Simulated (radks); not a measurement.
# Ionisation of La³⁺: one atom, several choices of exchange strength α

An exercise on one series of results from a longer session: the logs are not shown, and one member is left open.

The numbers are computed with radks (a radial shooting solver on a logarithmic mesh, Libxc functionals) version 1 (scalar-relativistic Kohn-Sham, spin-polarised, spherical densities, finite nucleus; open shells are filled with parallel spins first), except any that are marked as measured or tabulated.

## The atom as given

| Item | Value |
| --- | --- |
| element | lanthanum (Z = 57) |
| charge | +3 |
| electrons | 54 |
| configuration | [Xe] |
| ion | La⁴⁺, [Kr] 4d10 5s2 5p5 |
| choices | α = 0.658; α = 0.667; α = 0.762; α = 0.816; α = 0.967; α = 1.012 |

Outer shells as boxes (Hund's rule):

La³⁺
```
[Kr] core
4d [↑↓][↑↓][↑↓][↑↓][↑↓]
5s [↑↓]
5p [↑↓][↑↓][↑↓]
```

La⁴⁺
```
[Kr] core
4d [↑↓][↑↓][↑↓][↑↓][↑↓]
5s [↑↓]
5p [↑↓][↑↓][↑ ]
```

The first run:

Settings of this run:

```text
Z 57
configuration [Xe]
relativity scalar-relativistic
functional xalpha 0.658
spin polarised
nucleus finite rms 4.855 fm
c 137.035999084
```

Among the steps run: α = 0.658: La³⁺.

One of the session's tables, all rows but one given; the rest of the session is left out.

It belongs to the step «α = 0.658: La³⁺». Sizes of the orbitals, from the radial functions (bohr):

```
level     <r>  outermost maximum (interpolated)  90 % within  nodes
   3s       ?                                 ?            ?      ?
   3p  0.2836                             0.255        0.425      1
   3d  0.2602                             0.210        0.407      0
   4s  0.6548                             0.608        0.941      3
   4p  0.6939                             0.636         1.01      2
   4d  0.7686                             0.672         1.16      1
   5s   1.542                              1.40         2.21      4
   5p   1.764                              1.57         2.55      3
```

**Question.** Estimate the row for 3s.

The run gave: <r>: 0.2857; outermost maximum (interpolated): 0.261; 90 % within: 0.419; nodes: 2. In the column «<r>» it lies between 3p (0.2836) and 4s (0.6548).

To keep in mind: Open shells are spherical and high-spin; term and fine-structure splittings are not resolved.
